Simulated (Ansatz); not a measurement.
# H₂InOS radical: a ladder of functionals and wavefunction methods

One table from this session's results is given with a row withheld; the runs are named, their logs left out.

Computed with Ansatz 0.2.0, Gaussian basis. Level: functionals in def2-TZVPP, the program's frozen cores in correlated methods.

The runs, in order: LDA (SPW92), PBE-D4, revPBE-D4, BLYP-D4, r2SCAN-D4, B97M-V, PBE0-D4, B3LYP-D4, r2SCANh-D4, r2SCAN0-D4, HSE06-D4, BHLYP-D4, CAM-B3LYP-D4, LC-ωPBE, ωB97X-V, ωB97M-V, B2PLYP, PBE-QIDH; CCSD(T)/def2-SVP; CCSD(T)/def2-TZVPP; CCSD(T)/def2-QZVPP; extrapolation to the limit.

### The geometry

An earlier PBE0-D4 in a triple-zeta def2 set relaxation fixed the geometry. In takes the def2 core potential; no spin-orbit term is included.

SMILES `[OH][In][SH]`, 5 atoms, charge 0, spin multiplicity 2.

Atoms are counted from 1 here; the program's logs count them from 0.

Bond lengths: O1–In2 2.006 Å, O1–H4 0.961 Å, In2–S3 2.428 Å, S3–H5 1.347 Å. Angles: In2–O1–H4 114.8°, O1–In2–S3 111.8°, In2–S3–H5 89.7°.

As a file:

```xyz
5

O     0.2178    1.4350    0.3069
In   -0.4420   -0.3328    0.9872
S    -0.2261   -2.0790   -0.6859
H     0.1521    2.1591    0.9348
H     0.2983   -1.1823   -1.5429
```

Set-up of the first run:

The input, in.yaml:

```yaml
crystal:
  periodic: [false, false, false]
  atoms:
    - {symbol: O, position_ang: [0.217776, 1.434966, 0.306860]}
    - {symbol: In, position_ang: [-0.442027, -0.332777, 0.987159]}
    - {symbol: S, position_ang: [-0.226125, -2.079003, -0.685885]}
    - {symbol: H, position_ang: [0.152108, 2.159057, 0.934771]}
    - {symbol: H, position_ang: [0.298277, -1.182253, -1.542915]}
basis:
  gaussian: {orbitals: def2-TZVPP}
magnetization: {spin_polarized: true, initial_magnetization: 1}
hamiltonian: {xc: lda}
output: {orbitals: {seedname: orbitals}}
```

Run with:

```sh
$ ansatz run in.yaml --threads 2 --pin off --events-out ev --progress --plain --max-ram 32768MiB --backend cpu
```

Among the steps run: LDA; PBE-D4 (GGA); revPBE-D4 (GGA); BLYP-D4 (GGA); r2SCAN-D4 (meta-GGA); B97M-V (meta-GGA); B3LYP-D4 (hybrid); r2SCANh-D4 (hybrid); r2SCAN0-D4 (hybrid); HSE06-D4 (hybrid); BHLYP-D4 (hybrid); CAM-B3LYP-D4 (range-separated); LC-ωPBE (range-separated); ωB97X-V (range-separated); ωB97M-V (range-separated); B2PLYP (double hybrid); PBE-QIDH (double hybrid).

One of the session's tables, all rows but one given; the rest of the session is left out.

It belongs to the step «Orbital energies across the functionals». 

| functional | HOMO (eV) | LUMO (eV) | gap (eV) |
| --- | --- | --- | --- |
| LDA (SPW92) | -5.45 | -4.81 | 0.64 |
| PBE-D4 | -5.30 | -4.46 | 0.85 |
| revPBE-D4 | -5.25 | -4.33 | 0.92 |
| BLYP-D4 | -5.15 | -4.46 | 0.68 |
| r2SCAN-D4 | -5.68 | -4.20 | 1.48 |
| B97M-V | -5.35 | -4.57 | 0.78 |
| PBE0-D4 | -6.35 | -3.64 | 2.71 |
| B3LYP-D4 | -6.13 | -4.02 | 2.12 |
| r2SCANh-D4 | -6.06 | -3.91 | 2.16 |
| r2SCAN0-D4 | ? | ? | ? |
| HSE06-D4 | -5.96 | -4.01 | 1.95 |
| BHLYP-D4 | -7.23 | -2.94 | 4.30 |
| CAM-B3LYP-D4 | -7.55 | -2.84 | 4.71 |
| LC-ωPBE | -8.82 | -1.47 | 7.35 |
| ωB97X-V | -8.38 | -1.82 | 6.56 |
| ωB97M-V | -8.34 | -2.01 | 6.33 |

Q: Estimate the row for r2SCAN0-D4 from the others.

Worked estimate for «HOMO (eV)». Against the share of exact exchange, r2SCAN-D4 (0, -5.68), r2SCANh-D4 (0.1, -6.06) give a slope of -3.80 per unit share; at 0.25 the line stands at -6.63.

**Answer.** HOMO (eV): -6.64; LUMO (eV): -3.47; gap (eV): 3.17. In «HOMO (eV)» the line misses by +0.01.
